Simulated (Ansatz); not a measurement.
# CoO: the cost of one run

Program: Ansatz 0.2.0, Gaussian basis. Level of theory: def2-TZVPP, core rule «outside noble gas», up to 10 orbitals frozen. These are calculated values, not measurements.

To be run: UHF; CCSD(T) on ROHF; CCSD(T) on UHF; CCSDT(Q) on ROHF; CCSDT(Q) on UHF.

5 further runs of the same task are left out: 2 for a known fault of the program, 3 set aside as unsound or not needed.

### 1 The geometry

The geometry is a PBE0/def2-TZVP stationary point (not a proven minimum) of the parent state, kept for this charge and spin.

2 atoms, charge 1, spin multiplicity 3.

Atoms are counted from 1 here; the program's logs count them from 0.

Bond lengths: Co1–O2 1.523 Å.

### 2 UHF

The input, in.yaml:

```yaml
crystal:
  periodic: [false, false, false]
  atoms:
    - {symbol: Co, position_ang: [0.000000, 0.000000, 0.000000]}
    - {symbol: O, position_ang: [0.000000, 0.000000, 1.522800]}
basis:
  gaussian: {orbitals: def2-TZVPP}
total_charge: 1
magnetization: {spin_polarized: true, initial_magnetization: 2}
hamiltonian: {xc: hf}
output: {orbitals: {seedname: orbitals}}
```

On the command line:

```console
$ ansatz run in.yaml --threads 1 --pin off --events-out ev --progress --plain --max-ram 4096MiB --backend cpu
```

What time and memory should one allow on 1 thread of AMD EPYC 7R13, shared host?

About 40 s, with a peak of 0.27 GiB.
